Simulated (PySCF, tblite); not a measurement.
# C2HClF4: bond homolysis, part 1 of 3

What do calculations give for the bond homolysis of C2HClF4 (`FC(F)C(F)(F)Cl`)?

Computed with tblite 0.8.0 and PySCF 2.14.0 and routines of our own; the level stands in each step. Atoms count from 0.

### 1 The starting structure

8 atoms, charge 0, multiplicity 1; geometry from: start built from the parent or by distance geometry.

### 2 Optimising the geometry with GFN2-xTB

What the job is given:

```
{"job": {"kind": "relax", "xc": "GFN2-xTB", "basis": "xTB"}, "charge": 0, "multiplicity": 1}
F     -1.042200     0.958000     1.060400
C     -0.779100     0.199400    -0.037400
F     -1.559900    -0.908700     0.076900
C      0.699500    -0.205900    -0.056900
F      1.013500    -0.978600     1.060200
F      0.942700    -0.993100    -1.138700
Cl     1.779900     1.202000    -0.098500
H     -1.036200     0.745700    -0.915200
```

Started as:

```console
OMP_NUM_THREADS=1 python redox_run.py task.json out
```

One launch serves the whole session: the jobs run in the order shown.

What it wrote:

```text
step      E/eV     max force
  0    -768.70669    1.705
  1    -768.79372    0.491
  2    -768.79964    0.150
  3    -768.80051    0.107
  4    -768.80154    0.067
  5    -768.80186    0.068
  6    -768.80221    0.051
  7    -768.80242    0.039
  8    -768.80264    0.047
  9    -768.80283    0.042
 10    -768.80300    0.035
 11    -768.80315    0.035
 12    -768.80328    0.035
 13    -768.80337    0.033
 14    -768.80344    0.024
 15    -768.80348    0.020
 16    -768.80351    0.022
 17    -768.80354    0.022
 18    -768.80357    0.018
 19    -768.80360    0.019
 20    -768.80364    0.021
 21    -768.80368    0.028
 22    -768.80376    0.036
 23    -768.80389    0.042
 24    -768.80408    0.048
 25    -768.80428    0.044
 26    -768.80443    0.039
 27    -768.80452    0.027
 28    -768.80457    0.021
 29    -768.80460    0.020
 30    -768.80463    0.011
 31    -768.80464    0.010
 32    -768.80465    0.011
 33    -768.80467    0.013
 34    -768.80468    0.009
```

It took 0.21 s on 1 thread of Arm Neoverse N1, shared host.

Along the way: (not every step is listed)

```tsv
step	energy from step 0 (eV)	largest force (eV/Å)
0	0.0000	1.7049
1	-0.0870	0.4908
2	-0.0929	0.1496
3	-0.0938	0.1065
4	-0.0949	0.0666
5	-0.0952	0.0676
6	-0.0955	0.0514
7	-0.0957	0.0389
8	-0.0960	0.0468
10	-0.0963	0.0353
12	-0.0966	0.0348
14	-0.0968	0.0241
16	-0.0968	0.0220
18	-0.0969	0.0180
20	-0.0969	0.0210
22	-0.0971	0.0356
24	-0.0974	0.0477
26	-0.0977	0.0393
28	-0.0979	0.0208
29	-0.0979	0.0199
30	-0.0979	0.0114
31	-0.0979	0.0105
32	-0.0980	0.0108
33	-0.0980	0.0134
34	-0.0980	0.0095
```

Distances of close pairs at the start and the end, largest changes first:

```tsv
bond	before (Å)	after (Å)	change (Å)
C3–F4	1.394	1.333	-0.061
C1–H7	1.065	1.101	+0.036
F0–C1	1.360	1.340	-0.020
C3–F5	1.360	1.342	-0.018
C1–F2	1.360	1.342	-0.018
C1–C3	1.533	1.547	+0.013
C3–Cl6	1.775	1.780	+0.005
```

The end geometry stands in the next job.

### 3 Vibrational analysis with GFN2-xTB

What the job is given:

```
{"job": {"kind": "ir", "xc": "GFN2-xTB", "basis": "xTB"}, "charge": 0, "multiplicity": 1}
F     -1.012065     1.011244     1.013969
C     -0.778986     0.189859    -0.019414
F     -1.560971    -0.890010     0.137642
C      0.708056    -0.235221    -0.038996
F      1.013489    -1.015054     0.998479
F      0.950249    -0.949675    -1.148754
Cl     1.746836     1.210346    -0.033314
H     -1.048494     0.697337    -0.958743
```

What it wrote:

```text
mode    cm-1     km/mol
  1      48.2      1.37
  2     148.3      1.58
  3     213.0      5.82
  4     286.5      1.39
  5     313.2      3.57
  6     388.8     23.45
  7     410.5      7.33
  8     503.2     26.95
  9     585.2     13.72
 10     757.2     75.37
 11     890.2     92.55
 12    1062.3    104.07
 13    1076.1     62.20
 14    1087.9    220.12
 15    1152.9    147.34
 16    1242.3     12.89
 17    1245.6      6.58
 18    2910.8     10.52
ZPE 85.664  H(298)-E 106.490  G(298)-E 2.099 kJ/mol  S 350.13 J/(mol K)
```

It took 0.3 s on 1 thread of Arm Neoverse N1, shared host.

Which atoms move in the most intense modes:

```tsv
cm⁻¹	km/mol	atoms
389	23.4	F5 34 %, Cl6 33 %, F4 17 %
503	26.9	F2 26 %, F0 25 %, F5 14 %, C1 13 %
757	75.4	C1 40 %, C3 25 %, F4 19 %
890	92.5	C3 61 %, C1 14 %, F4 12 %
1062	104.1	C3 46 %, C1 21 %, F5 18 %, F2 12 %
1076	62.2	C1 30 %, C3 29 %, F2 18 %, H7 11 %
1088	220.1	C1 49 %, F0 29 %
1153	147.3	C3 53 %, C1 16 %, F4 13 %
```

### 4 Optimising the geometry at PBE0-D3(BJ)/def2-SVP

Settings changed since step 3:

```diff
@@ -1,2 +1,2 @@
-{"job": {"kind": "ir", "xc": "GFN2-xTB", "basis": "xTB"}, "charge": 0, "multiplicity": 1}
+{"job": {"xc": "PBE0", "basis": "def2-SVP", "d3": "d3bj", "grid": 1, "kind": "geom"}, "charge": 0, "multiplicity": 1}
 F     -1.012065     1.011244     1.013969
```

What it wrote:

```text
step   0  E = -935.25715789  max force = 0.007108
step   1  E = -935.25378447  max force = 0.018165
step   2  E = -935.25716978  max force = 0.014646
step   3  E = -935.25809616  max force = 0.005664
step   4  E = -935.25821480  max force = 0.002552
step   5  E = -935.25824352  max force = 0.000346
step   6  E = -935.25826174  max force = 0.001372
step   7  E = -935.25827174  max force = 0.001247
step   8  E = -935.25827547  max force = 0.000408
optimisation converged
```

Run time: 54 s. Hardware: 1 thread of Arm Neoverse N1, shared host.

Relaxation path: (the energy doesn't fall at every step)

```tsv
step	energy from step 0 (eV)	largest force component (eV/Å)
0	0.0000	0.3655
1	0.0918	0.9341
2	-0.0003	0.7531
3	-0.0255	0.2913
4	-0.0288	0.1312
5	-0.0295	0.0178
6	-0.0300	0.0706
7	-0.0303	0.0641
8	-0.0304	0.0210
```

Distances of close pairs at the start and the end, largest changes first:

```tsv
bond	before (Å)	after (Å)	change (Å)
C1–C3	1.547	1.535	-0.012
C3–Cl6	1.780	1.768	-0.012
C3–F5	1.342	1.332	-0.010
C3–F4	1.333	1.327	-0.007
F0–C1	1.340	1.336	-0.004
C1–F2	1.342	1.340	-0.003
C1–H7	1.101	1.103	+0.002
```

The next job starts from the end point, and lists it.

```tsv
at the end point	value
point group (found at 0.08 Å tolerance)	C1
rotational constants (GHz, main isotopes)	3.059, 1.859, 1.499
dipole moment (D)	1.44
```

### 5 Single point (C₂HClF₄): M06-2X/def2-TZVP

Geometry: PBE0-D3(BJ)/def2-SVP.

What the job is given:

```
{"job": {"kind": "sp", "xc": "M06-2X", "basis": "def2-TZVP", "grid": 3}, "charge": 0, "multiplicity": 1}
F      0.741481     1.330320     0.854798
C     -0.100713     0.794118    -0.033567
F     -1.356797     1.111193     0.308506
C      0.030596    -0.735030    -0.005920
F     -0.270055    -1.200882     1.199187
F     -0.825121    -1.251313    -0.885791
Cl     1.678046    -1.208041    -0.441177
H      0.119141     1.176680    -1.044912
```

What it wrote:

```text
coarse grid: 40352 points
cycle   1  E = -936.2106408561  dE =  1.328e+00  |g| = 1.064e+00  |ddm| = 2.313e+00
cycle   2  E = -936.0886042640  dE =  1.220e-01  |g| = 1.444e+00  |ddm| = 1.225e+00
cycle   3  E = -936.4218970330  dE = -3.333e-01  |g| = 5.664e-02  |ddm| = 6.319e-01
cycle   4  E = -936.4224461731  dE = -5.491e-04  |g| = 2.655e-02  |ddm| = 4.900e-02
cycle   5  E = -936.4225695661  dE = -1.234e-04  |g| = 7.666e-03  |ddm| = 2.230e-02
cycle   6  E = -936.4225801401  dE = -1.057e-05  |g| = 2.355e-03  |ddm| = 5.780e-03
cycle   7  E = -936.4225811716  dE = -1.032e-06  |g| = 6.919e-04  |ddm| = 1.776e-03
final grid: 113976 points
cycle   8  E = -936.4241197984  dE = -1.309e-05  |g| = 2.732e-03  |ddm| = 1.353e-02
cycle   9  E = -936.4241204125  dE = -6.141e-07  |g| = 1.848e-03  |ddm| = 2.809e-03
cycle  10  E = -936.4241208332  dE = -4.208e-07  |g| = 3.903e-04  |ddm| = 1.087e-03
cycle  11  E = -936.4241208547  dE = -2.146e-08  |g| = 1.225e-04  |ddm| = 2.287e-04
cycle  12  E = -936.4241208576  dE = -2.892e-09  |g| = 2.500e-05  |ddm| = 9.621e-05
converged SCF energy = -936.4241208576
```

It took 32 s on 1 thread of Arm Neoverse N1, shared host; peak memory 0.72 GiB.

### 6 Single point (Cl radical): M06-2X/def2-TZVP

Geometry: atom.

What the job is given:

```
{"job": {"kind": "sp", "xc": "M06-2X", "basis": "def2-TZVP", "grid": 3}, "charge": 0, "multiplicity": 2}
Cl     0.000000     0.000000     0.000000
```

What it wrote:

```text
coarse grid: 6320 points
cycle   1  E = -460.1278826204  dE = -1.153e-01  |g| = 8.962e-02  |ddm| = 5.193e-01
cycle   2  E = -460.1311619291  dE = -3.279e-03  |g| = 1.880e-02  |ddm| = 6.051e-02
cycle   3  E = -460.1313131066  dE = -1.512e-04  |g| = 6.861e-03  |ddm| = 2.230e-02
cycle   4  E = -460.1313314889  dE = -1.838e-05  |g| = 1.393e-03  |ddm| = 6.132e-03
cycle   5  E = -460.1313326888  dE = -1.200e-06  |g| = 9.013e-05  |ddm| = 2.099e-03
final grid: 18880 points
cycle   6  E = -460.1326119922  dE = -2.189e-06  |g| = 1.070e-03  |ddm| = 3.490e-03
cycle   7  E = -460.1326121976  dE = -2.054e-07  |g| = 5.509e-04  |ddm| = 1.179e-03
cycle   8  E = -460.1326122688  dE = -7.121e-08  |g| = 1.011e-05  |ddm| = 4.321e-04
cycle   9  E = -460.1326122689  dE = -6.298e-11  |g| = 1.067e-06  |ddm| = 1.290e-05
converged SCF energy = -460.1326122689
```

It took 0.73 s on 1 thread of Arm Neoverse N1, shared host.

### 7 Optimising the geometry with GFN2-xTB

This step treats CHF₂ radical, labelled `F[CH]F` (the label fixes atoms and charge, not where charge and spin sit).

What the job is given:

```
{"job": {"kind": "relax", "xc": "GFN2-xTB", "basis": "xTB"}, "charge": 0, "multiplicity": 2}
F      0.757700     1.324200     0.849500
C     -0.111400     0.802800    -0.056600
F     -1.339300     1.103600     0.311700
H      0.116600     1.191300    -1.065500
```

What it wrote:

```text
step      E/eV     max force
  0    -327.07732    1.644
  1    -327.11831    0.803
  2    -327.13405    0.423
  3    -327.14436    0.344
  4    -327.15044    0.120
  5    -327.15081    0.043
  6    -327.15085    0.021
  7    -327.15088    0.018
  8    -327.15089    0.011
  9    -327.15090    0.004
```

Run time: 0.03 s. Hardware: 1 thread of Arm Neoverse N1, shared host.

Along the way:

```tsv
step	energy from step 0 (eV)	largest force (eV/Å)
0	0.0000	1.6437
1	-0.0410	0.8028
2	-0.0567	0.4230
3	-0.0670	0.3439
4	-0.0731	0.1203
5	-0.0735	0.0432
6	-0.0735	0.0210
7	-0.0736	0.0185
8	-0.0736	0.0109
9	-0.0736	0.0037
```

Close pairs (by a distance rule), those that changed most:

```tsv
bond	before (Å)	after (Å)	change (Å)
F0–C1	1.359	1.326	-0.034
C1–H3	1.105	1.081	-0.024
C1–F2	1.317	1.326	+0.009
```

The final coordinates are the input of the step that follows.

### 8 Vibrational analysis with GFN2-xTB

What the job is given:

```
{"job": {"kind": "ir", "xc": "GFN2-xTB", "basis": "xTB"}, "charge": 0, "multiplicity": 2}
F      0.758740     1.298020     0.856780
C     -0.103568     0.883961    -0.061301
F     -1.356433     1.081626     0.324830
H      0.124841     1.158250    -1.081192
```

What it wrote:

```text
mode    cm-1     km/mol
  1     466.6      9.18
  2     748.8     28.26
  3    1141.5     57.45
  4    1154.0     67.24
  5    1227.4    219.33
  6    3051.6     15.87
ZPE 46.593  H(298)-E 57.562  G(298)-E -19.280 kJ/mol  S 257.73 J/(mol K)
```

It took 0.1 s on 1 thread of Arm Neoverse N1, shared host.

Which atoms move in the most intense modes:

```tsv
cm⁻¹	km/mol	atoms
467	9.2	F0 39 %, F2 39 %, C1 21 %
749	28.3	H3 67 %, C1 27 %
1142	57.5	H3 74 %
1154	67.2	C1 51 %, F2 23 %, F0 23 %
1227	219.3	C1 62 %, H3 20 %
3052	15.9	H3 93 %
```

### 9 Geometry optimisation at PBE0-D3(BJ)/def2-SVP

This step treats CHF₂ radical, labelled `F[CH]F` (the label fixes atoms and charge, not where charge and spin sit).

What the job is given:

```
{"job": {"xc": "PBE0", "basis": "def2-SVP", "d3": "d3bj", "grid": 1, "kind": "geom"}, "charge": 0, "multiplicity": 2}
F      0.758740     1.298020     0.856780
C     -0.103568     0.883961    -0.061301
F     -1.356433     1.081626     0.324830
H      0.124841     1.158250    -1.081192
```

What it wrote:

```text
step   0  E = -237.89802952  max force = 0.024053
step   1  E = -237.89835798  max force = 0.008826
step   2  E = -237.89865453  max force = 0.003155
step   3  E = -237.89867117  max force = 0.000482
step   4  E = -237.89867434  max force = 0.000278
optimisation converged
```

Wall time 5.4 s (1 thread of Arm Neoverse N1, shared host).

The steps of the relaxation:

```tsv
step	energy from step 0 (eV)	largest force component (eV/Å)
0	0.0000	1.2369
1	-0.0089	0.4539
2	-0.0170	0.1622
3	-0.0175	0.0248
4	-0.0175	0.0143
```

Distances of close pairs at the start and the end, largest changes first:

```tsv
bond	before (Å)	after (Å)	change (Å)
C1–H3	1.081	1.100	+0.020
F0–C1	1.326	1.317	-0.009
C1–F2	1.326	1.317	-0.009
```

Final coordinates:

```
F     0.7645    1.2913    0.8397
C    -0.1085    0.8637   -0.0483
F    -1.3476    1.1008    0.3301
H     0.1152    1.1661   -1.0824
```

```tsv
at the end point	value
point group (found at 0.08 Å tolerance)	Cs
rotational constants (GHz, main isotopes)	68.571, 11.087, 9.688
dipole moment (D)	1.29
⟨S²⟩	0.752
```

### 10 Geometry optimisation with GFN2-xTB

This step treats CClF₂ radical, labelled `F[C](F)Cl` (the label fixes atoms and charge, not where charge and spin sit).

What the job is given:

```
{"job": {"kind": "relax", "xc": "GFN2-xTB", "basis": "xTB"}, "charge": 0, "multiplicity": 2}
C      0.046800    -0.741100    -0.011200
F     -0.280800    -1.192200     1.176200
F     -0.807700    -1.258900    -0.882600
Cl     1.675600    -1.193400    -0.461800
```

What it wrote:

```text
step      E/eV     max force
  0    -437.21407    1.447
  1    -437.25395    1.016
  2    -437.29303    0.609
  3    -437.30129    0.370
  4    -437.30566    0.102
  5    -437.30588    0.044
  6    -437.30597    0.026
  7    -437.30601    0.023
  8    -437.30604    0.017
  9    -437.30605    0.008
```

Run time: 0.04 s. Hardware: 1 thread of Arm Neoverse N1, shared host.

Relaxation path:

```tsv
step	energy from step 0 (eV)	largest force (eV/Å)
0	0.0000	1.4471
1	-0.0399	1.0155
2	-0.0790	0.6095
3	-0.0872	0.3701
4	-0.0916	0.1023
5	-0.0918	0.0444
6	-0.0919	0.0264
7	-0.0919	0.0226
8	-0.0920	0.0171
9	-0.0920	0.0079
```

Distances of close pairs at the start and the end, largest changes first:

```tsv
bond	before (Å)	after (Å)	change (Å)
C0–Cl3	1.749	1.699	-0.050
C0–F1	1.312	1.332	+0.020
C0–F2	1.326	1.332	+0.006
```

The next job starts from the end point, and lists it.

### 11 Infrared spectrum with GFN2-xTB

What the job is given:

```
{"job": {"kind": "ir", "xc": "GFN2-xTB", "basis": "xTB"}, "charge": 0, "multiplicity": 2}
C      0.077547    -0.821995    -0.031277
F     -0.285757    -1.168691     1.202639
F     -0.846083    -1.231981    -0.899228
Cl     1.688227    -1.163053    -0.451543
```

What it wrote:

```text
mode    cm-1     km/mol
  1     324.0      0.46
  2     382.3     20.26
  3     467.8      5.06
  4     699.4      5.92
  5    1093.5    244.36
  6    1143.3    206.93
ZPE 24.585  H(298)-E 37.459  G(298)-E -48.733 kJ/mol  S 289.09 J/(mol K)
```

It took 0.13 s on 1 thread of Arm Neoverse N1, shared host.

Which atoms move in the most intense modes:

```tsv
cm⁻¹	km/mol	atoms
324	0.5	F1 34 %, F2 33 %, Cl3 20 %, C0 13 %
382	20.3	Cl3 37 %, F2 27 %, F1 27 %
468	5.1	C0 46 %, F2 26 %, F1 26 %
699	5.9	C0 52 %, Cl3 23 %, F1 13 %, F2 13 %
1094	244.4	C0 62 %, F1 19 %, F2 19 %
1143	206.9	C0 69 %, F2 16 %, F1 15 %
```

### 12 Optimising the geometry at PBE0-D3(BJ)/def2-SVP

This step treats CClF₂ radical, labelled `F[C](F)Cl` (the label fixes atoms and charge, not where charge and spin sit).

What the job is given:

```
{"job": {"xc": "PBE0", "basis": "def2-SVP", "d3": "d3bj", "grid": 1, "kind": "geom"}, "charge": 0, "multiplicity": 2}
C      0.077547    -0.821995    -0.031277
F     -0.285757    -1.168691     1.202639
F     -0.846083    -1.231981    -0.899228
Cl     1.688227    -1.163053    -0.451543
```

What it wrote:

```text
step   0  E = -697.21023660  max force = 0.029238
step   1  E = -697.20358532  max force = 0.043314
step   2  E = -697.20883203  max force = 0.027228
step   3  E = -697.21036729  max force = 0.011700
step   4  E = -697.21145320  max force = 0.001737
step   5  E = -697.21146838  max force = 0.000569
step   6  E = -697.21146954  max force = 0.000129
optimisation converged
```

Wall time 15 s (1 thread of Arm Neoverse N1, shared host).

Relaxation path: (the energy doesn't fall at every step)

```tsv
step	energy from step 0 (eV)	largest force component (eV/Å)
0	0.0000	1.5035
1	0.1810	2.2273
2	0.0382	1.4001
3	-0.0036	0.6016
4	-0.0331	0.0893
5	-0.0335	0.0293
6	-0.0336	0.0066
```

Close pairs (by a distance rule), those that changed most:

```tsv
bond	before (Å)	after (Å)	change (Å)
C0–Cl3	1.699	1.729	+0.030
C0–F2	1.332	1.311	-0.022
C0–F1	1.332	1.311	-0.021
```

The end geometry:

```xyz
4
CClF2
C     0.00269   -0.84946    0.05866
F    -1.04035   -1.52157   -0.36516
F     0.60349   -0.24598   -0.93759
Cl    1.06754   -1.76891    1.06422
```

```tsv
at the end point	value
point group (found at 0.08 Å tolerance)	Cs
rotational constants (GHz, main isotopes)	11.044, 4.960, 3.495
dipole moment (D)	0.24
⟨S²⟩	0.752
```

(Continued in part 2 of 3.)
